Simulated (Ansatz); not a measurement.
**Ba2C: a single-point run**

Wanted: a converged single-point run for Ba2C, and a check of what comes out. The structure is shown as the input types it. The cell is built on a prototype (antifluorite) and needn't be the phase found in nature.

Computed with Ansatz 0.2.0 (density functional or hybrid calculation with the settings of its input, plane waves (as first typed), unless a step's input says otherwise).

## 1. The starting structure

The structure is cubic, space group Fm-3m (No. 225). The conventional cell has a = 7.013 Å, b = 7.013 Å, c = 7.013 Å, α = 90.00°, β = 90.00°, γ = 90.00°. C (site symmetry m-3m) is surrounded by 8 Ba at 3.04 Å. Around Ba (site symmetry -43m) lie 4 C at 3.04 Å.

The input asks for a charge of -2 e on the cell.

As a file:

```
C Ba
1.0
     0.00000    3.50665    3.50665
     3.50665    0.00000    3.50665
     3.50665    3.50665    0.00000
C Ba
1 2
Direct
  0.00000 0.00000 0.00000
  0.25000 0.25000 0.25000
  0.75000 0.75000 0.75000
```

## 2. The calculation

input.yaml

```yaml
crystal:
  lattice:
    - [0.0, 3.5066490218, 3.5066490218]
    - [3.5066490218, 0.0, 3.5066490218]
    - [3.5066490218, 3.5066490218, 0.0]
  atoms:
    - { symbol: C, position: [0.0, 0.0, 0.0] }
    - { symbol: Ba, position: [0.25, 0.25, 0.25] }
    - { symbol: Ba, position: [0.75, 0.75, 0.75] }
kpoints:
  mp_grid: { grid: [4, 4, 4] }
hamiltonian:
  xc: r2scan
scf:
  occupations: { method: fermi_dirac, width: 0.02 }
  n_extra_bands: 4
  max_iter: 77
output:
  forces: true
  stress: true
  eigenvalues: true
total_charge: -2
```

Run with:

```
ansatz run input.yaml --threads 4 --pin off --max-ram 3686MiB --backend cpu --events-out ev --progress --plain --runs-dir out
```

Q: Will this input give a usable result? If not, why, and what should change?

This run ends as converged. It gives a pressure of -22 GPa, which is large.

The suspect setting: total_charge is -2. The typed charge changes the electron count, so this is no longer the system that was meant.

The test: delete total_charge (the default then holds).
